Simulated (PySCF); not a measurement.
# CH4BrFGe: the cost of one run

The runs use PySCF 2.14.0, with density-fitted response routines of our own; the level of theory stands in each step. All values are computed, except where a source is named. Atoms are numbered from 0 throughout.

## 1. Starting geometry

8 atoms, charge 0, multiplicity 1; geometry from: PBE0-D3(BJ)/def2-SVP.

Bonds of the start (Å): F0–C1 1.36, C1–Ge2 1.98, C1–Br3 1.95, C1–H4 1.10, Ge2–H5 1.54, Ge2–H6 1.54, Ge2–H7 1.53.

## 2. Core-electron binding energies: SCAN, X2C

What the job is given:

```
{"job": {"kind": "xps"}, "charge": 0, "multiplicity": 1}
F      1.200515    -1.198010     0.957143
C      0.928633    -0.329177    -0.048189
Ge    -0.990633     0.164151    -0.033183
Br     2.012316     1.281555     0.160916
H      1.259795    -0.770669    -1.000143
H     -1.259581     1.088332    -1.229111
H     -1.816073    -1.128953    -0.154694
H     -1.280031     0.871266     1.295503
```

Method: delta-SCF UKS SCAN, pcX-2 on the ionised atom, pcseg-1 elsewhere, spin-free X2C.

Command:

```bash
$ OMP_NUM_THREADS=1 python probes_run.py task.json out
```

This one command runs all jobs of the session in turn.

**Question.** How long does this first job take on 1 thread of Arm Neoverse V1, shared host, and how much memory does it need?

About 9.7 s, with a peak of 0.38 GiB.
